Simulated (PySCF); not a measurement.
# C2H7GeNO: electronic excitations and core binding energies

What electronic excitations and core binding energies should C2H7GeNO (`C=C[O][GeH2][NH2]`) show?

Programs: PySCF 2.14.0, with density-fitted response routines of our own. Each step states its level of theory. These are calculated values for one molecule in the gas phase, unless marked as measured. Atoms are numbered from 0 throughout.

### 1 The molecule as given

12 atoms, charge 0, multiplicity 1; geometry from: GFN2-xTB.

Bonds of the start (Å): C0–C1 1.32, C1–O2 1.35, O2–Ge3 1.76, Ge3–N4 1.81, C0–H5 1.07, C0–H6 1.08, C1–H7 1.09, Ge3–H8 1.52, Ge3–H9 1.49, N4–H10 1.01, N4–H11 1.01.

### 2 Ultraviolet spectrum: PBE0/def2-SVPD

Job settings and geometry (Å):

```
{"job": {"kind": "uv", "xc": "PBE0", "basis": "def2-SVPD", "nstates": 8, "ntriplets": 3}, "charge": 0, "multiplicity": 1}
C      1.844828     0.640658    -0.013636
C      1.477363    -0.445245     0.643432
O      0.320531    -1.122832     0.516177
Ge    -1.096274    -0.776501    -0.469999
N     -1.929426     0.642671     0.284800
H      2.800583     1.097394     0.160916
H      1.201117     1.092396    -0.752917
H      2.125899    -0.906585     1.382127
H     -0.674827    -0.623559    -1.921251
H     -1.908041    -2.002824    -0.223627
H     -2.797839     0.950766    -0.125646
H     -1.362716     1.452977     0.493596
```

With the program's defaults for keys left out, this is: TDDFT PBE0/def2-SVPD, vertical, gas phase, core orbitals frozen in the response.

The run is started by

```console
> OMP_NUM_THREADS=1 python probes_run.py task.json out
```

The driver reads the jobs from task.json and runs them one after another.

Output:

```text
coarse grid: 45384 points
cycle   1  E = -2286.3794955008  dE = -5.808e-02  |g| = 7.891e-01  |ddm| = 4.677e+00
cycle   2  E = -2286.2308080781  dE =  1.487e-01  |g| = 1.186e+00  |ddm| = 2.702e+00
cycle   3  E = -2286.4860629785  dE = -2.553e-01  |g| = 1.661e-01  |ddm| = 1.606e+00
cycle   4  E = -2286.4913835848  dE = -5.321e-03  |g| = 4.985e-02  |ddm| = 2.112e-01
cycle   5  E = -2286.4919084797  dE = -5.249e-04  |g| = 1.808e-02  |ddm| = 8.272e-02
cycle   6  E = -2286.4919837315  dE = -7.525e-05  |g| = 3.087e-03  |ddm| = 2.376e-02
cycle   7  E = -2286.4919854548  dE = -1.723e-06  |g| = 4.595e-04  |ddm| = 7.080e-03
final grid: 95264 points
cycle   8  E = -2286.4919941370  dE = -4.786e-08  |g| = 6.046e-04  |ddm| = 7.081e-03
cycle   9  E = -2286.4919940249  dE =  1.121e-07  |g| = 9.155e-04  |ddm| = 2.499e-03
cycle  10  E = -2286.4919942229  dE = -1.980e-07  |g| = 8.461e-05  |ddm| = 1.349e-03
cycle  11  E = -2286.4919942242  dE = -1.237e-09  |g| = 2.267e-05  |ddm| = 1.025e-04
cycle  12  E = -2286.4919942243  dE = -9.823e-11  |g| = 6.566e-06  |ddm| = 3.343e-05
converged SCF energy = -2286.4919942243

Static polarisability (au): isotropic 65.461, principal 57.802 63.240 75.340

Singlet excitations
state   eV       nm        f      main configurations
  1   5.9213    209.4   0.02813   H->L 0.97
  2   6.1902    200.3   0.00824   H->L+1 0.93
  3   6.2663    197.9   0.02020   H-1->L 0.95
  4   6.6247    187.2   0.03173   H->L+2 0.80, H->L+3 0.14
  5   6.7953    182.5   0.00347   H-1->L+1 0.90
  6   7.0379    176.2   0.00882   H->L+4 0.93
  7   7.1890    172.5   0.02083   H-1->L+2 0.73, H->L+3 0.14
  8   7.2294    171.5   0.17312   H->L+3 0.56, H-1->L+2 0.19, H->L+5 0.10

Triplet excitations (Tamm-Dancoff, eV): 4.3743 5.8521 5.9334
```

It took 31 s on 1 thread of Arm Neoverse V1, shared host; peak memory 0.69 GiB.

Frontier orbitals and where they lie:

```csv
orbital,eV,atoms
HOMO−3,-10.17,"Ge3 30 %, H9 28 %, O2 10 %"
HOMO−2,-9.00,"O2 49 %, Ge3 11 %, C1 11 %"
HOMO−1,-7.56,"N4 63 %, Ge3 13 %, H8 8 %"
HOMO,-6.79,"C0 38 %, C1 25 %, O2 25 %"
LUMO,0.09,"Ge3 30 %, N4 12 %, H10 10 %"
LUMO+1,0.63,"Ge3 38 %, H9 10 %, H8 10 %"
LUMO+2,0.75,"Ge3 29 %, C1 15 %, C0 12 %"
```

With each of the 8 states as a Gaussian band of 0.4 eV half-width at 1/e, the curve within the window shown has maxima at 172 nm (ε 8,300) L/(mol cm). Beyond the last state computed it falls off for lack of states. The curve at chosen wavelengths:

nm, ε (L/mol/cm) and a bar:
```
      165       4494 ################
      168       6765 ########################
      170       7845 ############################
      173       8310 ##############################
      176       7455 ###########################
      179       5927 #####################
      181       4903 #################
      184       3692 #############
      187       2955 ##########
      189       2676 #########
      192       2458 #########
      195       2366 ########
      198       2318 ########
      200       2284 ########
      203       2201 ########
      206       2062 #######
      209       1858 ######
      211       1690 ######
      214       1406 #####
      217       1111 ####
      219        922 ###
      222        667 ##
      225        459 #
      228        300 #
      230        220 
      233        134
```

Leading natural transition orbitals of singlet state 8: the hole lies on C0 36 %; O2 30 %; C1 17 %; the particle on C1 20 %; H5, H6 about 15 % each; C0 14 %.

Leading natural transition orbitals of singlet state 1: the hole lies on C0 37 %; O2 27 %; C1 19 %; the particle on H8, H10 about 18 % each; H9, H11 about 14 % each; Ge3 10 %.

Ground-state properties from the same run:

```csv
property,computed
dipole moment (D),1.90
polarisability (Å³),9.70
HOMO–LUMO gap (eV),6.88
−ε(HOMO) (eV),6.79
```

Orbitals, density, ELF and potential are computed afterwards from the orbital file.

Frontier orbitals at PBE0/def2-SVPD, with the share of their density that lies nearest to each atom:

```csv
orbital,energy (eV),lies on
HOMO,-6.79,C0 39 %; O2 24 %; C1 21 %
LUMO,0.09,"H10 24 %; H8, H9, H11 about 14 % each; Ge3 7 %"
```

ELF in a plane through or near 5 of the atoms.

Ten even steps from '0' (0.00) to '9' (1.00):
```
0000000000000000000000000000
0000000000000000000000000000
0000000000000000000000000000
0000000000000000038852000000
0000000000024410069998100000
0000003650047750079999400000
0000018996158972169999400000
0000028999466283136863000000
0000003783177872112100000000
0000000044344431246410000000
0000001148851001487753100000
0000256557851002547688500000
0000277656642018995899820000
0000034334421029996588710000
0000000111100018983133100000
0000000000000002440000000000
0000000000000000000000000000
0000000000000000000000000000
0000000000000000000000000000
0000000000000000000000000000
```
The map spans 10.9 Å across and 8.9 Å up, centred on the molecule. Atoms in the plane (x, y in Å): C1 (-1.5, 0.6), O2 (-0.3, 1.2), N4 (1.8, -0.7), H10 (2.7, -1.1), H11 (1.2, -1.5).

On the surface of density 0.002 e/bohr³ the electrostatic potential runs, from the 1st to the 99th percentile, from -1.26 V near N4 to 1.74 V near H10.

### 3 Core holes by ΔSCF: SCAN, X2C

The job, as its differences from that of step 2:

```diff
@@ -1,2 +1,2 @@
-{"job": {"kind": "uv", "xc": "PBE0", "basis": "def2-SVPD", "nstates": 8, "ntriplets": 3}, "charge": 0, "multiplicity": 1}
+{"job": {"kind": "xps"}, "charge": 0, "multiplicity": 1}
 C      1.844828     0.640658    -0.013636
```

Level: delta-SCF UKS SCAN, pcX-2 on the ionised atom, pcseg-1 elsewhere, spin-free X2C.

Output:

```text
ground state, core basis on atom 0 (C), 149 functions
  cycle   1  E = -2304.20922184  |g| = 7.57e-01
  cycle   2  E = -2303.95131622  |g| = 1.33e+00
  cycle   3  E = -2304.31852130  |g| = 2.36e-01
  cycle   4  E = -2304.32942479  |g| = 9.07e-02
  cycle   5  E = -2304.33139631  |g| = 2.76e-02
  cycle   6  E = -2304.33159249  |g| = 7.93e-03
  cycle   7  E = -2304.33160835  |g| = 1.21e-03
  cycle   8  E = -2304.33161135  |g| = 7.89e-04
  cycle   9  E = -2304.33161247  |g| = 2.27e-04
  E(ground) = -2304.47380722 Eh
hole in C 1s of atom 0
  cycle   1  E = -2293.11069623  |g| = 1.51e+00
  cycle   2  E = -2291.03477439  |g| = 2.09e+00
  cycle   3  E = -2293.17261349  |g| = 9.90e-01
  cycle   4  E = -2293.63248674  |g| = 3.32e-01
  cycle   5  E = -2293.65212179  |g| = 2.80e-01
  cycle   6  E = -2293.68108985  |g| = 9.93e-02
  cycle   7  E = -2293.68490576  |g| = 1.28e-02
  cycle   8  E = -2293.68498562  |g| = 6.91e-03
  cycle   9  E = -2293.68500993  |g| = 2.45e-03
  cycle  10  E = -2293.68501349  |g| = 1.21e-03
  cycle  11  E = -2293.68501532  |g| = 4.07e-04
  E(ion) = -2293.82694662 Eh   <S^2> = 0.7738   hole on atom = 1.000   binding energy = 289.716 eV
ground state, core basis on atom 1 (C), 149 functions
  cycle   1  E = -2304.33323703  |g| = 6.14e-02
  cycle   2  E = -2304.33257289  |g| = 5.65e-02
  cycle   3  E = -2304.33290147  |g| = 4.54e-02
  cycle   4  E = -2304.33341429  |g| = 1.11e-02
  cycle   5  E = -2304.33343799  |g| = 1.40e-03
  cycle   6  E = -2304.33343681  |g| = 3.34e-04
  E(ground) = -2304.47553250 Eh
hole in C 1s of atom 1
  cycle   1  E = -2293.03528821  |g| = 1.51e+00
  cycle   2  E = -2290.30141140  |g| = 2.48e+00
  cycle   3  E = -2293.20120332  |g| = 8.58e-01
  cycle   4  E = -2293.52060174  |g| = 4.20e-01
  cycle   5  E = -2293.58466868  |g| = 1.87e-01
  cycle   6  E = -2293.59236586  |g| = 1.46e-01
  cycle   7  E = -2293.60212029  |g| = 2.09e-02
  cycle   8  E = -2293.60254515  |g| = 1.02e-02
  cycle   9  E = -2293.60279847  |g| = 7.00e-03
  cycle  10  E = -2293.60298243  |g| = 4.41e-03
  cycle  11  E = -2293.60303170  |g| = 1.52e-03
  cycle  12  E = -2293.60303380  |g| = 1.07e-03
  cycle  13  E = -2293.60303375  |g| = 4.17e-04
  E(ion) = -2293.74434872 Eh   <S^2> = 0.8508   hole on atom = 1.000   binding energy = 292.010 eV
ground state, core basis on atom 2 (O), 149 functions
  cycle   1  E = -2304.36271494  |g| = 1.07e-01
  cycle   2  E = -2304.35949566  |g| = 1.37e-01
  cycle   3  E = -2304.36245086  |g| = 6.57e-02
  cycle   4  E = -2304.36334853  |g| = 9.47e-03
  cycle   5  E = -2304.36337133  |g| = 2.22e-03
  cycle   6  E = -2304.36337426  |g| = 4.38e-04
  E(ground) = -2304.50236819 Eh
hole in O 1s of atom 2
  cycle   1  E = -2283.75150340  |g| = 2.23e+00
  cycle   2  E = -2282.94060341  |g| = 2.38e+00
  cycle   3  E = -2284.38030008  |g| = 6.60e-01
  cycle   4  E = -2284.43563138  |g| = 5.22e-01
  cycle   5  E = -2284.58809408  |g| = 8.16e-02
  cycle   6  E = -2284.59051922  |g| = 2.84e-02
  cycle   7  E = -2284.59085411  |g| = 1.17e-02
  cycle   8  E = -2284.59091288  |g| = 5.23e-03
  cycle   9  E = -2284.59093146  |g| = 1.59e-03
  cycle  10  E = -2284.59093858  |g| = 1.25e-03
  cycle  11  E = -2284.59094601  |g| = 1.05e-03
  cycle  12  E = -2284.59095896  |g| = 5.60e-04
  cycle  13  E = -2284.59095978  |g| = 2.69e-04
  E(ion) = -2284.73088825 Eh   <S^2> = 0.7662   hole on atom = 1.000   binding energy = 538.009 eV
ground state, core basis on atom 4 (N), 149 functions
  cycle   1  E = -2304.34479825  |g| = 1.22e-01
  cycle   2  E = -2304.33862323  |g| = 2.02e-01
  cycle   3  E = -2304.34616524  |g| = 4.05e-02
  cycle   4  E = -2304.34636689  |g| = 2.68e-02
  cycle   5  E = -2304.34657204  |g| = 2.43e-03
  cycle   6  E = -2304.34656599  |g| = 5.91e-04
  cycle   7  E = -2304.34657178  |g| = 1.29e-04
  E(ground) = -2304.48668717 Eh
hole in N 1s of atom 4
  cycle   1  E = -2288.77196357  |g| = 1.86e+00
  cycle   2  E = -2286.61639994  |g| = 2.42e+00
  cycle   3  E = -2289.18470953  |g| = 7.38e-01
  cycle   4  E = -2289.42044192  |g| = 3.60e-01
  cycle   5  E = -2289.44693101  |g| = 2.59e-01
  cycle   6  E = -2289.47315747  |g| = 7.14e-02
  cycle   7  E = -2289.47548204  |g| = 2.12e-02
  cycle   8  E = -2289.47570169  |g| = 9.45e-03
  cycle   9  E = -2289.47574534  |g| = 1.33e-03
  cycle  10  E = -2289.47574622  |g| = 5.71e-04
  cycle  11  E = -2289.47574746  |g| = 2.07e-04
  E(ion) = -2289.61493456 Eh   <S^2> = 0.7653   hole on atom = 1.000   binding energy = 404.681 eV
```

It took 39 s on 1 thread of Arm Neoverse V1, shared host; peak memory 0.45 GiB.

Binding energies by hole, beside the orbital energy of the ground state; the difference holds orbital relaxation and, for a density functional, its self-interaction error:

```csv
hole,stands for,environment,ΔSCF (eV),−ε (eV),⟨S²⟩
C1s on C0,C0,β carbon of an enol-ether or enamine type C=C,289.72,273.0,0.774
C1s on C1,C1,alkene carbon bearing oxygen,292.01 (doubtful),275.1,0.851
O1s on O2,O2,"oxygen bonded to C, Ge",538.01,516.9,0.766
N1s on N4,N4,"nitrogen bonded to Ge, 2 H",404.68,385.7,0.765
```

Doubtful: the ion did not converge, its hole moved, or its ⟨S²⟩ is well above 0.75.

### 4 What came out

| quantity | value |
| --- | --- |
| lowest singlet (PBE0/def2-SVPD) | 5.92 eV (209 nm), f = 0.028 |
| brightest single state of those computed | state 8, 7.23 eV, f = 0.173 |
| lowest triplet | 4.37 eV |
| surface potential, 1st and 99th percentile | -1.26 V and 1.74 V |
| C1s binding energies, SCAN/pcX-2 (standing for 1 of 2 atoms) | C0 289.72 eV |
| O1s binding energies, SCAN/pcX-2 | O2 538.01 eV |
| N1s binding energies, SCAN/pcX-2 | N4 404.68 eV |

In words: The first singlet state (HOMO→LUMO 0.97) lies at 5.92 eV and is weak; of the 8 states computed, the strongest absorption comes from state 8 at 7.23 eV (the last computed, so partners may be missing). The lowest triplet lies 1.55 eV below the lowest singlet (triplets in Tamm-Dancoff, singlets in full TDDFT). States above −ε(HOMO) lie where TDDFT describes them poorly and they hang on the basis; the brightest is among them.
